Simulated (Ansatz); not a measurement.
# Al₂O₃: a line through an energy map

How does the energy of Al₂O₃ (R-3c, No. 167; 10 atoms in the cell) vary with volume per atom, at c/a of the conventional cell = 2.803?

Program: Ansatz 0.2.0. Level of theory: DFT PBE, scalar-relativistic, plane waves, PAW. These are calculated values, not measurements.

19 further runs of the same task are left out: 19 set aside as unsound or not needed. Runs told in other sessions of the task aren't counted.

### Step 1. The system as given

Symmetry: R-3c, No. 167, trigonal system. Conventional cell: a = 4.808 Å, b = 4.808 Å, c = 13.121 Å, α = 90.00°, β = 90.00°, γ = 120.00°. Al (site symmetry 3) is surrounded by 6 O at 1.87 to 1.99 Å. O (site symmetry 2) is surrounded by 4 Al at 1.87 to 1.99 Å.

As a file:

```
Al O
1.0
     2.40409    1.38800    4.37376
    -2.40409    1.38800    4.37376
     0.00000   -2.77600    4.37376
Al O
4 6
Direct
  0.85213 0.85213 0.85213
  0.64787 0.64787 0.64787
  0.14787 0.14787 0.14787
  0.35213 0.35213 0.35213
  0.05616 0.44384 0.75000
  0.75000 0.05616 0.44384
  0.44384 0.75000 0.05616
  0.94384 0.55616 0.25000
  0.25000 0.94384 0.55616
  0.55616 0.25000 0.94384
```

This cell was relaxed beforehand with the same method: volume 8.76 Å³/atom, gap on the mesh 5.86 eV.

### Step 2. Plan of the line

The energy is mapped over volume and the cell's shape.

The axes are (1) volume per atom: 7 values from 7.36 to 10.16 Å³; (2) c/a of the conventional cell: 7 values from 2.519 to 2.957.

Nothing else is relaxed (fractional coordinates fixed). Energies count from the relaxed crystal. Points are written as (first, second).

### Step 3. Grid point (7.82 Å³, 2.803)

Contents of input.yaml:

```yaml
crystal:
  lattice:
    - [2.2948560796, 1.3249357753, 4.2881680704]
    - [-2.2948560796, 1.3249357753, 4.2881680704]
    - [0.0, -2.6498715506, 4.2881680704]
  atoms:
    - { symbol: Al, position: [0.8521293568, 0.8521293568, 0.8521293568] }
    - { symbol: Al, position: [0.6478706432, 0.6478706432, 0.6478706432] }
    - { symbol: Al, position: [0.1478706432, 0.1478706432, 0.1478706432] }
    - { symbol: Al, position: [0.3521293568, 0.3521293568, 0.3521293568] }
    - { symbol: O, position: [0.056157404, 0.443842596, 0.75] }
    - { symbol: O, position: [0.75, 0.056157404, 0.443842596] }
    - { symbol: O, position: [0.443842596, 0.75, 0.056157404] }
    - { symbol: O, position: [0.943842596, 0.556157404, 0.25] }
    - { symbol: O, position: [0.25, 0.943842596, 0.556157404] }
    - { symbol: O, position: [0.556157404, 0.25, 0.943842596] }
basis:
  ecutwfc: 520.0
kpoints:
  mp_grid: { grid: [6, 6, 6] }
hamiltonian:
  xc: pbe
  pseudopotentials: { kind: paw, azcp: { folder: soft_1 } }
scf:
  occupations: { method: gaussian, width: 0.05 }
output:
  forces: true
  stress: true
  eigenvalues: true
```

Started as:

```sh
$ ansatz run input.yaml --threads 2 --pin off --max-ram 4096MiB --backend cpu --events-out ev --progress --plain --runs-dir out
```

The program printed (excerpt; [...] marks lines left out):

```text
Warning: RAYON_NUM_THREADS=2 ignored (pool sized by the plan → 2); use --threads N
[...]
Pseudopotentials: kind: paw
Pseudopotential: Al, paw, valence charge 3, recommended cutoff 420 eV (normal), <dir>
Pseudopotential: O, paw, valence charge 6, recommended cutoff 420 eV (normal), <dir>
Functional definition: PBE
[...]
Crystal: 10 atoms, lattice volume = 78.230 Å³
Basis set: ecut = 520 eV, 2145 PW (Γ), exchange–correlation on 80×80×80 points (8 copies of the dense FFT grid, shifted against one another)
Bands: 34, of which v1, the nominal top of the filled ones, is band 24 counted from 1 (23 counted from 0)
Symmetry: 12 space group operations
Space group: R-3c (ITA 167), of the structure as read, at distance tolerance 4.3e-5 Å
k-points: 32 of 216
[...]
SCF iter   1: F=—  HF=-5572.942332 eV  |F-HF|=—  |Δ(HF+E_count)|=         —  Δρ=1.47e-1  dr2=1.48e1  ethr=3.10e-3  ⟨swp⟩=7.3  Hψ=5495  notcnv=0  defer=11
[...]
SCF iter   7: F=-5568.732583 eV  HF=-5568.732583 eV  |F-HF|=1.16e-8  |Δ(HF+E_count)|=   2.70e-6  Δρ=7.05e-6  dr2=2.38e-8  ethr=2.08e-10  ⟨swp⟩=11.4  Hψ=6265  notcnv=0
[...]
SCF converged after 7 iterations
Free energy (F): -5568.732583 eV
[...]
E sigma→0 (E₀):  -5568.732583 eV
Fermi energy:    12.507089 eV
[...]
--- Forces (eV/Å), atoms counted from 1 ---
  atom   1  Al     0.00000000     0.00000000    -0.31809964
  atom   2  Al     0.00000000    -0.00000000     0.31809964
  atom   3  Al    -0.00000000    -0.00000000     0.31809964
  atom   4  Al    -0.00000000     0.00000000    -0.31809964
  atom   5  O      0.16835906     0.00000000     0.00000000
  atom   6  O     -0.08417953     0.14580322     0.00000000
  atom   7  O     -0.08417953    -0.14580322    -0.00000000
  atom   8  O     -0.16835906    -0.00000000    -0.00000000
[...]
--- Stress (GPa, compression-positive) ---
       38.137405      -0.000000      -0.000000
       -0.000000      38.137405       0.000000
       -0.000000       0.000000      23.122363
  P = ⅓ Tr σ = 33.1324 GPa (331.324 kbar)
--- Band table (eV; the first three rows and the last of 32) ---
[...]
```

Wall time 7.5 s (2 threads of Arm Neoverse N1, shared host); peak memory 0.4 GiB.

That is 94 meV/atom from the zero.

### Step 4. Point (8.29 Å³, 2.803)

input.yaml, as its differences from that of step 3:

```diff
@@ -2,5 +2,5 @@
   lattice:
-    - [2.2948560796, 1.3249357753, 4.2881680704]
-    - [-2.2948560796, 1.3249357753, 4.2881680704]
-    - [0.0, -2.6498715506, 4.2881680704]
+    - [2.3396408077, 1.3507922502, 4.3718528134]
+    - [-2.3396408077, 1.3507922502, 4.3718528134]
+    - [0.0, -2.7015845003, 4.3718528134]
   atoms:
```

Started as:

```sh
$ ansatz run input.yaml --threads 2 --pin off --max-ram 4096MiB --backend cpu --events-out ev --progress --plain --runs-dir out
```

The program printed (excerpt; [...] marks lines left out):

```text
[...]
SCF converged after 7 iterations
Free energy (F): -5569.415083 eV
[...]
E sigma→0 (E₀):  -5569.415083 eV
Fermi energy:    11.337566 eV
[...]
--- Forces (eV/Å), atoms counted from 1 ---
  atom   1  Al    -0.00000000    -0.00000000    -0.22747944
  atom   2  Al    -0.00000000     0.00000000     0.22747944
  atom   3  Al     0.00000000     0.00000000     0.22747944
  atom   4  Al     0.00000000    -0.00000000    -0.22747944
  atom   5  O      0.10917549    -0.00000000     0.00000000
  atom   6  O     -0.05458774     0.09454875    -0.00000000
  atom   7  O     -0.05458774    -0.09454875     0.00000000
  atom   8  O     -0.10917549    -0.00000000     0.00000000
[...]
--- Stress (GPa, compression-positive) ---
       18.733756       0.000000      -0.000000
        0.000000      18.733756      -0.000000
        0.000000      -0.000000       6.146504
  P = ⅓ Tr σ = 14.5380 GPa (145.380 kbar)
--- Band table (eV; the first three rows and the last of 32) ---
[...]
```

Wall time 8 s (2 threads of Arm Neoverse N1, shared host); peak memory 0.4 GiB.

That is 26 meV/atom from the zero.

### Step 5. Grid point (8.76 Å³, 2.803)

input.yaml, as its differences from that of step 4:

```diff
@@ -2,5 +2,5 @@
   lattice:
-    - [2.3396408077, 1.3507922502, 4.3718528134]
-    - [-2.3396408077, 1.3507922502, 4.3718528134]
-    - [0.0, -2.7015845003, 4.3718528134]
+    - [2.3827583181, 1.3756861564, 4.4524221933]
+    - [-2.3827583181, 1.3756861564, 4.4524221933]
+    - [0.0, -2.7513723128, 4.4524221933]
   atoms:
```

Started as:

```sh
$ ansatz run input.yaml --threads 2 --pin off --max-ram 4096MiB --backend cpu --events-out ev --progress --plain --runs-dir out
```

The program printed (excerpt; [...] marks lines left out):

```text
Warning: RAYON_NUM_THREADS=2 ignored (pool sized by the plan → 2); use --threads N
[...]
[... 4 set-up lines as earlier in the session ...]
[...]
Crystal: 10 atoms, lattice volume = 87.568 Å³
Basis set: ecut = 520 eV, 2363 PW (Γ), exchange–correlation on 80×80×80 points (8 copies of the dense FFT grid, shifted against one another)
Bands: 34, of which v1, the nominal top of the filled ones, is band 24 counted from 1 (23 counted from 0)
[... 1 set-up line as earlier in the session ...]
Space group: R-3c (ITA 167), of the structure as read, at distance tolerance 4.4e-5 Å
k-points: 32 of 216
[...]
SCF iter   1: F=—  HF=-5573.162669 eV  |F-HF|=—  |Δ(HF+E_count)|=         —  Δρ=1.28e-1  dr2=1.35e1  ethr=3.10e-3  ⟨swp⟩=6.8  Hψ=5265  notcnv=0  defer=9
[...]
SCF iter   7: F=-5569.622701 eV  HF=-5569.622701 eV  |F-HF|=1.96e-8  |Δ(HF+E_count)|=   2.71e-6  Δρ=6.10e-6  dr2=2.03e-8  ethr=2.08e-10  ⟨swp⟩=11.2  Hψ=6111  notcnv=0
[...]
SCF converged after 7 iterations
Free energy (F): -5569.622701 eV
[...]
E sigma→0 (E₀):  -5569.622701 eV
Fermi energy:    10.285109 eV
[...]
--- Forces (eV/Å), atoms counted from 1 ---
  atom   1  Al     0.00000000    -0.00000000    -0.15381017
  atom   2  Al     0.00000000     0.00000000     0.15381017
  atom   3  Al    -0.00000000     0.00000000     0.15381017
  atom   4  Al    -0.00000000    -0.00000000    -0.15381017
  atom   5  O      0.06020801     0.00000000    -0.00000000
  atom   6  O     -0.03010401     0.05214167     0.00000000
  atom   7  O     -0.03010401    -0.05214167    -0.00000000
  atom   8  O     -0.06020801     0.00000000     0.00000000
[...]
--- Stress (GPa, compression-positive) ---
        3.888386       0.000000      -0.000000
        0.000000       3.888386      -0.000000
       -0.000000      -0.000000      -6.736970
  P = ⅓ Tr σ = 0.3466 GPa (3.466 kbar)
--- Band table (eV; the first three rows and the last of 32) ---
[...]
```

Wall time 8.4 s (2 threads of Arm Neoverse N1, shared host); peak memory 0.41 GiB.

That is 5 meV/atom from the zero.

### Step 6. Grid point (9.22 Å³, 2.803)

input.yaml, as its differences from that of step 5:

```diff
@@ -2,5 +2,5 @@
   lattice:
-    - [2.3827583181, 1.3756861564, 4.4524221933]
-    - [-2.3827583181, 1.3756861564, 4.4524221933]
-    - [0.0, -2.7513723128, 4.4524221933]
+    - [2.424399071, 1.3997274563, 4.530232104]
+    - [-2.424399071, 1.3997274563, 4.530232104]
+    - [0.0, -2.7994549125, 4.530232104]
   atoms:
```

Started as:

```sh
$ ansatz run input.yaml --threads 2 --pin off --max-ram 4096MiB --backend cpu --events-out ev --progress --plain --runs-dir out
```

The program printed (excerpt; [...] marks lines left out):

```text
[...]
SCF converged after 7 iterations
Free energy (F): -5569.467363 eV
[...]
E sigma→0 (E₀):  -5569.467363 eV
Fermi energy:    9.333539 eV
[...]
--- Forces (eV/Å), atoms counted from 1 ---
  atom   1  Al     0.00000000    -0.00000000    -0.09351182
  atom   2  Al    -0.00000000     0.00000000     0.09351182
  atom   3  Al     0.00000000     0.00000000     0.09351182
  atom   4  Al    -0.00000000    -0.00000000    -0.09351182
  atom   5  O      0.01947874    -0.00000000    -0.00000000
  atom   6  O     -0.00973937     0.01686908    -0.00000000
  atom   7  O     -0.00973937    -0.01686908     0.00000000
  atom   8  O     -0.01947874    -0.00000000     0.00000000
[...]
--- Stress (GPa, compression-positive) ---
       -7.509978       0.000000       0.000000
        0.000000      -7.509978      -0.000000
        0.000000      -0.000000     -16.532494
  P = ⅓ Tr σ = -10.5175 GPa (-105.175 kbar)
--- Band table (eV; the first three rows and the last of 32) ---
[...]
```

Wall time 8.1 s (2 threads of Arm Neoverse N1, shared host); peak memory 0.41 GiB.

On the map this point reads 21 meV/atom.

### Step 7. Grid point (9.69 Å³, 2.803)

input.yaml, as its differences from that of step 6:

```diff
@@ -2,5 +2,5 @@
   lattice:
-    - [2.424399071, 1.3997274563, 4.530232104]
-    - [-2.424399071, 1.3997274563, 4.530232104]
-    - [0.0, -2.7994549125, 4.530232104]
+    - [2.4646421721, 1.4229618215, 4.6054303627]
+    - [-2.4646421721, 1.4229618215, 4.6054303627]
+    - [0.0, -2.845923643, 4.6054303627]
   atoms:
```

Started as:

```sh
$ ansatz run input.yaml --threads 2 --pin off --max-ram 4096MiB --backend cpu --events-out ev --progress --plain --runs-dir out
```

The program printed (excerpt; [...] marks lines left out):

```text
[...]
SCF converged after 7 iterations
Free energy (F): -5569.034370 eV
[...]
E sigma→0 (E₀):  -5569.034370 eV
Fermi energy:    8.470915 eV
[...]
--- Forces (eV/Å), atoms counted from 1 ---
  atom   1  Al    -0.00000000     0.00000000    -0.04399287
  atom   2  Al    -0.00000000    -0.00000000     0.04399287
  atom   3  Al     0.00000000    -0.00000000     0.04399287
  atom   4  Al     0.00000000     0.00000000    -0.04399287
  atom   5  O     -0.01448267     0.00000000     0.00000000
  atom   6  O      0.00724133    -0.01254236     0.00000000
  atom   7  O      0.00724133     0.01254236    -0.00000000
  atom   8  O      0.01448267     0.00000000     0.00000000
[...]
--- Stress (GPa, compression-positive) ---
      -16.253685       0.000000       0.000000
        0.000000     -16.253685       0.000000
        0.000000       0.000000     -23.955660
  P = ⅓ Tr σ = -18.8210 GPa (-188.210 kbar)
--- Band table (eV; the first three rows and the last of 32) ---
[...]
```

Wall time 7.8 s (2 threads of Arm Neoverse N1, shared host); peak memory 0.44 GiB.

That is 64 meV/atom from the zero.

### Step 8. The run at (10.16 Å³, 2.803)

input.yaml, as its differences from that of step 7:

```diff
@@ -2,5 +2,5 @@
   lattice:
-    - [2.4646421721, 1.4229618215, 4.6054303627]
-    - [-2.4646421721, 1.4229618215, 4.6054303627]
-    - [0.0, -2.845923643, 4.6054303627]
+    - [2.5036123218, 1.445461248, 4.6782499846]
+    - [-2.5036123218, 1.445461248, 4.6782499846]
+    - [0.0, -2.8909224959, 4.6782499846]
   atoms:
@@ -29 +29,5 @@
   eigenvalues: true
+  write_density: true
+  write_potential: true
+  elf: true
+  volumetric_format: npy
```

Started as:

```sh
$ ansatz run input.yaml --threads 2 --pin off --max-ram 4096MiB --backend cpu --events-out ev --progress --plain --runs-dir out
```

The program printed (excerpt; [...] marks lines left out):

```text
Warning: RAYON_NUM_THREADS=2 ignored (pool sized by the plan → 2); use --threads N
[...]
[... 4 set-up lines as earlier in the session ...]
[...]
Crystal: 10 atoms, lattice volume = 101.580 Å³
Basis set: ecut = 520 eV, 2735 PW (Γ), exchange–correlation on 90×90×90 points (8 copies of the dense FFT grid, shifted against one another)
Bands: 34, of which v1, the nominal top of the filled ones, is band 24 counted from 1 (23 counted from 0)
[... 1 set-up line as earlier in the session ...]
Space group: R-3c (ITA 167), of the structure as read, at distance tolerance 4.7e-5 Å
k-points: 32 of 216
[...]
SCF iter   1: F=—  HF=-5571.395306 eV  |F-HF|=—  |Δ(HF+E_count)|=         —  Δρ=1.08e-1  dr2=1.23e1  ethr=3.10e-3  ⟨swp⟩=7.1  Hψ=5162  notcnv=0  defer=12
[...]
SCF iter   7: F=-5568.389354 eV  HF=-5568.389354 eV  |F-HF|=2.30e-8  |Δ(HF+E_count)|=   5.19e-6  Δρ=7.94e-6  dr2=5.01e-8  ethr=2.08e-10  ⟨swp⟩=14.2  Hψ=8825  notcnv=0
[...]
SCF converged after 7 iterations
Free energy (F): -5568.389354 eV
[...]
E sigma→0 (E₀):  -5568.389354 eV
Fermi energy:    7.685767 eV
[...]
--- Forces (eV/Å), atoms counted from 1 ---
  atom   1  Al     0.00000000    -0.00000000    -0.00319957
  atom   2  Al     0.00000000     0.00000000     0.00319957
  atom   3  Al    -0.00000000     0.00000000     0.00319957
  atom   4  Al    -0.00000000    -0.00000000    -0.00319957
  atom   5  O     -0.04290459     0.00000000     0.00000000
  atom   6  O      0.02145229    -0.03715646     0.00000000
  atom   7  O      0.02145229     0.03715646    -0.00000000
  atom   8  O      0.04290459     0.00000000     0.00000000
[...]
--- Stress (GPa, compression-positive) ---
      -22.947519       0.000000       0.000000
        0.000000     -22.947519      -0.000000
        0.000000      -0.000000     -29.551684
  P = ⅓ Tr σ = -25.1489 GPa (-251.489 kbar)
--- Band table (eV; the first three rows and the last of 32) ---
[...]
```

Wall time 11 s (2 threads of Arm Neoverse N1, shared host); peak memory 0.46 GiB.

Axes a, b and c in the maps are those of this run's conventional cell (a, b, c = 5.007, 5.007, 14.035 Å).

Density in a lattice plane of the grid's cell (edges 5.01 and 14.03 Å, at 0.333 of the third edge), which holds Al and O.

Values in e/Å³, 12 rows by 6 columns:
```
0.07 0.90 7.56 0.59 0.11 0.13
0.17 0.17 0.17 0.05 0.02 0.05
7.74 0.88 0.07 0.13 0.11 0.62
0.17 0.11 0.17 0.18 0.05 0.15
0.07 0.40 7.58 1.25 0.17 0.17
0.17 0.11 0.17 0.18 0.05 0.15
7.79 0.91 0.07 0.13 0.11 0.61
0.17 0.18 0.17 0.05 0.02 0.05
0.07 0.93 7.52 0.58 0.11 0.13
0.17 0.11 0.17 0.15 0.05 0.18
7.79 0.40 0.07 0.18 0.17 1.35
0.17 0.11 0.17 0.15 0.05 0.18
```
Columns run along the first of these edges and rows up along the second, over one cell in 6 and 12 even steps from the bottom left corner. Atoms in the plane (fractional): Al at (0.67, 0.19), Al at (0.67, 0.98), Al at (0.67, 0.48), Al at (0.67, 0.69), O at (0.97, 0.08), O at (0.00, 0.75), O at (0.03, 0.42), O at (0.36, 0.58), O at (0.33, 0.92), O at (0.31, 0.25).

ELF in the same plane.

Values, 12 rows by 6 columns:
```
0.03 0.74 0.39 0.79 0.09 0.12
0.28 0.12 0.27 0.04 0.01 0.04
0.37 0.73 0.04 0.12 0.09 0.78
0.28 0.08 0.28 0.30 0.01 0.11
0.03 0.59 0.39 0.80 0.11 0.09
0.28 0.08 0.28 0.30 0.03 0.11
0.37 0.73 0.03 0.12 0.09 0.78
0.28 0.12 0.28 0.03 0.01 0.04
0.03 0.74 0.41 0.79 0.09 0.12
0.28 0.09 0.28 0.11 0.01 0.28
0.37 0.59 0.03 0.09 0.11 0.78
0.28 0.08 0.28 0.11 0.03 0.29
```
Columns run along the first of these edges and rows up along the second, over one cell in 6 and 12 even steps from the bottom left corner. Atoms in the plane (fractional): Al at (0.67, 0.19), Al at (0.67, 0.98), Al at (0.67, 0.48), Al at (0.67, 0.69), O at (0.97, 0.08), O at (0.00, 0.75), O at (0.03, 0.42), O at (0.36, 0.58), O at (0.33, 0.92), O at (0.31, 0.25).

Both are smooth fields of the valence electrons: close to the nuclei they are not physical.

The highest ELF values outside the cores: 0.85 on the O–Al line, 0.7 Å from O; 0.85 in the shell around O, 0.7 Å from O.

Energy on the map's scale: 128 meV/atom.

### Step 9. Variant: mp_grid.shift [0.5, 0.5, 0.5]

input.yaml, as its differences from that of step 8:

```diff
@@ -19,3 +19,3 @@
 kpoints:
-  mp_grid: { grid: [6, 6, 6] }
+  mp_grid: { grid: [6, 6, 6], shift: [0.5, 0.5, 0.5] }
 hamiltonian:
@@ -27,7 +27,3 @@
   forces: true
+  eigenvalues: true
   stress: true
-  eigenvalues: true
-  write_density: true
-  write_potential: true
-  elf: true
-  volumetric_format: npy
```

Started as:

```sh
$ ansatz run input.yaml --threads 2 --pin off --max-ram 4096MiB --backend cpu --events-out ev --progress --plain --runs-dir out
```

The program printed (excerpt; [...] marks lines left out):

```text
Warning: RAYON_NUM_THREADS=2 ignored (pool sized by the plan → 2); use --threads N
[...]
[... 4 set-up lines as earlier in the session ...]
[...]
Crystal: 10 atoms, lattice volume = 101.580 Å³
Basis set: ecut = 520 eV, 2735 PW (Γ), exchange–correlation on 90×90×90 points (8 copies of the dense FFT grid, shifted against one another)
Bands: 34, of which v1, the nominal top of the filled ones, is band 24 counted from 1 (23 counted from 0)
[... 2 set-up lines as earlier in the session ...]
k-points: 28 of 216
[...]
SCF iter   1: F=—  HF=-5571.395299 eV  |F-HF|=—  |Δ(HF+E_count)|=         —  Δρ=1.08e-1  dr2=1.23e1  ethr=3.10e-3  ⟨swp⟩=7.0  Hψ=4494  notcnv=0  defer=8
[...]
SCF iter   7: F=-5568.389357 eV  HF=-5568.389357 eV  |F-HF|=2.02e-8  |Δ(HF+E_count)|=   5.22e-6  Δρ=8.19e-6  dr2=5.29e-8  ethr=2.08e-10  ⟨swp⟩=10.8  Hψ=5075  notcnv=0
[...]
SCF converged after 7 iterations
Free energy (F): -5568.389357 eV
[...]
E sigma→0 (E₀):  -5568.389357 eV
Fermi energy:    7.760567 eV
[...]
--- Forces (eV/Å), atoms counted from 1 ---
  atom   1  Al     0.00000000    -0.00000000    -0.00319523
  atom   2  Al     0.00000000     0.00000000     0.00319523
  atom   3  Al    -0.00000000     0.00000000     0.00319523
  atom   4  Al    -0.00000000    -0.00000000    -0.00319523
  atom   5  O     -0.04290114    -0.00000000    -0.00000000
  atom   6  O      0.02145057    -0.03715348     0.00000000
  atom   7  O      0.02145057     0.03715348    -0.00000000
  atom   8  O      0.04290114     0.00000000     0.00000000
[...]
--- Stress (GPa, compression-positive) ---
      -22.947552       0.000000       0.000000
        0.000000     -22.947552      -0.000000
        0.000000      -0.000000     -29.551634
  P = ⅓ Tr σ = -25.1489 GPa (-251.489 kbar)
--- Band table (eV; the first three rows and the last of 28) ---
[...]
```

Run time: 7.1 s. Hardware: 2 threads of Arm Neoverse N1, shared host; peak memory 0.44 GiB.

```csv
run,ending,energy change,pressure (GPa),gap (eV),force (eV/Å),cycles,time
step 8,converged,0,-25.1,4.07,0.04,7,11 s
variant,converged,0.0 meV/atom,-25.1,4.23,0.04,7,7.1 s
```

Changing the k-point mesh moves the energy by 0.0 meV/atom, and the gap on the mesh goes from 4.07 to 4.23 eV. Sampling errors of the energy have no fixed sign. A gap read on a mesh depends on which points the mesh holds, and a coarse mesh shifts the density too.

### Step 10. Results

```
volume per atom (Å³)  step  energy (meV/atom)  slope (meV/atom per Å³)  pressure (GPa)  band gap on the k-mesh (eV)  largest force on an atom (eV/Å)
                7.36     –                225                     −359              58                         8.12                             0.43
                7.82     3                 94                     −207              33                         7.28                             0.32
                8.29     4                 26                      −91              15                         6.52                             0.23
                8.76     5                  5                       −2               0                         5.82                             0.15
                9.22     6                 21                       66             −11                         5.18                             0.09
                9.69     7                 64                      117             −19                         4.60                             0.04
               10.16     8                128                      157             −25                         4.07                             0.04
```

Energies count from the relaxed crystal. Rows without a step come from runs not printed here or follow by symmetry. Slopes come from the forces (and the stress, where the cell changes), not from differences of energies.

```csv
run,outcome
"step 9, run with mp_grid.shift [0.5, 0.5, 0.5] (against step 8)",0.0 meV/atom; the gap on the mesh goes from 4.07 to 4.23 eV
```

Of the points computed the energy is lowest at 8.76 Å³, 5 meV/atom from the zero. Energies and slopes round the minimum, fitted together, put the minimum at 8.771 Å³, with a curvature of about 160 meV/atom per (Å³)². V·d²E/dV² there is about 230 GPa, a bulk modulus under this line's constraint. The well is lopsided: two grid steps out, the energy rises by 89 meV/atom towards smaller values and 59 meV/atom towards larger ones. The highest point computed, at 7.36 Å³, lies 220 meV/atom above the lowest. This is one cut through a surface in two coordinates; the map's lowest point lies off it.

The gaps are Kohn-Sham values of a semilocal functional, not quasiparticle or optical gaps. Such gaps usually fall short of the measured ones.
